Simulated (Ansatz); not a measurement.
Set up this calculation in Ansatz 0.2.0, as the native input.

```
Task                : single point
Functional          : PBEsol
Potentials or basis : Ansatz PAW
Cutoff              : 420 eV (not typed: the program's choice for these potentials)
k mesh              : 10 × 10 × 10
Occupations         : fermi-dirac, width 0.05 eV
Spin                : no spin polarisation
```

Crystal: HfB.

```xyz
2
Lattice="0.0000 2.3100 2.3100 2.3100 0.0000 2.3100 2.3100 2.3100 0.0000" Properties=species:S:1:pos:R:3 pbc="T T T"
Hf    2.3559    2.3221    2.3290
B    -0.0290   -0.0389   -0.0347
```

The cell isn't the ideal one: atoms moved at random, drawn with an rms of 0.05 Å.

One way to write it, as run:

input.yaml

```yaml
crystal:
  lattice:
    - [0.0, 2.31, 2.31]
    - [2.31, 0.0, 2.31]
    - [2.31, 2.31, 0.0]
  atoms:
    - { symbol: Hf, position: [0.496794, 0.511414, 0.508457] }
    - { symbol: B, position: [-0.009645, -0.005392, -0.007183] }
hamiltonian:
  xc: pbesol
  pseudopotentials: { kind: paw }
kpoints:
  mp_grid: { grid: [10, 10, 10] }
scf:
  occupations: { method: fermi_dirac, width: 0.05 }
output:
  forces: true
  stress: true
  eigenvalues: true
  write_density: true
  write_potential: true
  elf: true
  volumetric_format: npy
```

Potentials or basis: Ansatz PAW.

Launch:

```sh
$ ansatz run input.yaml --threads 2 --pin off --max-ram 5632MiB --backend cpu --events-out ev --progress --plain --runs-dir out
```

It gave:

The pressure is 24.0 GPa, the largest force is 1.163 eV/Å and the band gap on the k mesh is none (metal or under the smearing width).

Caveat: the PAW data sets come from PBE, with cores solved anew for the run's functional, which leaves a small shift of forces and pressure.

Run time: 13 s on 2 threads of AMD EPYC 7R43 64-Core Processor (Zen 3), on a shared host, peak memory 0.59 GiB.
